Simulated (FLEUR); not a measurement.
**CoW3 under changes of volume**

One of the cells (14.914 Å³/atom); the others are scaled copies at fixed shape and fractional positions:

```
W Co
1.0
     3.90735    0.00000    0.00000
     0.00000    3.90735    0.00000
     0.00000    0.00000    3.90735
W Co
3 1
Direct
  0.50000 0.50000 0.00000
  0.50000 0.00000 0.50000
  0.00000 0.50000 0.50000
  0.00000 0.00000 0.00000
```

The cell comes from a database or a generator and needn't be the stable form of this composition.

| Item | Value |
| --- | --- |
| Program | FLEUR MaX-R8.1 (later development tree) |
| Functional | r2SCAN |
| Potentials or basis | all-electron |
| Basis | FLAPW |
| Kmax | 4.19 1/bohr |
| k mesh | 7 × 7 × 7 |
| Occupations | fermi-dirac, width 0.05 eV |
| Spin | collinear spin, ferromagnetic start |
| Starting moments | [0.0, 0.0, 0.0, 2.0] μB |

```tsv
volume (Å³/atom)	energy over the lowest point (meV/atom)	moment (μB per cell)
14.019	33.54	1.40
14.317	?	?
14.914	0.00	1.65
15.510	26.87	1.77
15.809	52.67	1.82
```

Question: What does the run at 14.317 Å³/atom give?

Answer: Energy over the lowest point 11.21 meV/atom; moment 1.50 μB per cell.

Worked out: A Birch-Murnaghan fit of order 2 (a polynomial in V^(-2/3)) to the other rows has its minimum at 14.77 Å³/atom with B0 = V·E''(V) = 265 GPa. It gives 11.09 meV/atom at 14.317 Å³/atom, against the run's 11.21. A parabola through the other rows of the moment, of slope 0.293 μB per Å³/atom there, gives 1.49 μB, against the run's 1.50.

Energies are extrapolated to zero smearing.

Caveats: the meta-GGA is that of a development version, with a GGA for the radial functions and cores and without core tails.
